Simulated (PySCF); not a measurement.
# C4InN4S4 ([In(NCS)4]-): the cost of one run

Programs: PySCF 2.14.0, with density-fitted response routines of our own. Each step states its level of theory. These are calculated values for one molecule in the gas phase, unless marked as measured. Atoms count from 0, in the outputs and in this text.

## 1. Starting geometry

13 atoms, charge -1, multiplicity 1; geometry from: GFN2-xTB. The atoms were then displaced at random by about 0.03 Å, so the start is not that level's minimum.

Bonds of the start (Å): In0–N1 2.00, In0–N4 1.96, In0–N7 2.10, In0–N10 2.00, N1–C2 1.17, C2–S3 1.59, N4–C5 1.18, C5–S6 1.60, N7–C8 1.19, C8–S9 1.56, N10–C11 1.16, C11–S12 1.61.

## 2. Optimising the geometry at PBE0-D3(BJ)/def2-SVP

What the job is given:

```
{"job": {"xc": "PBE0", "basis": "def2-SVP", "d3": "d3bj", "grid": 1, "maxiter": 40, "shake": 0.03, "kind": "geom"}, "charge": -1, "multiplicity": 1}
In     0.071150    -0.077060    -0.003990
N      0.001520    -0.018610     1.989260
C     -0.064460    -0.012090     3.155030
S      0.073320     0.000500     4.735730
N      1.894900    -0.018100    -0.725730
C      3.018110     0.021100    -1.069070
S      4.544040     0.006120    -1.554970
N     -0.892760     1.659600    -0.698190
C     -1.515660     2.625280    -1.007170
S     -2.269480     3.877860    -1.542920
N     -0.962720    -1.650230    -0.667020
C     -1.501090    -2.607490    -1.029300
S     -2.366240    -3.858990    -1.559450
```

Command:

```sh
$ OMP_NUM_THREADS=1 python probes_run.py task.json out
```

This one command runs all jobs of the session in turn.

Q: Estimate the wall time and peak memory of this first job on 1 thread of Arm Neoverse V2, shared host.

About 7.4 min, with a peak of 1.3 GiB.
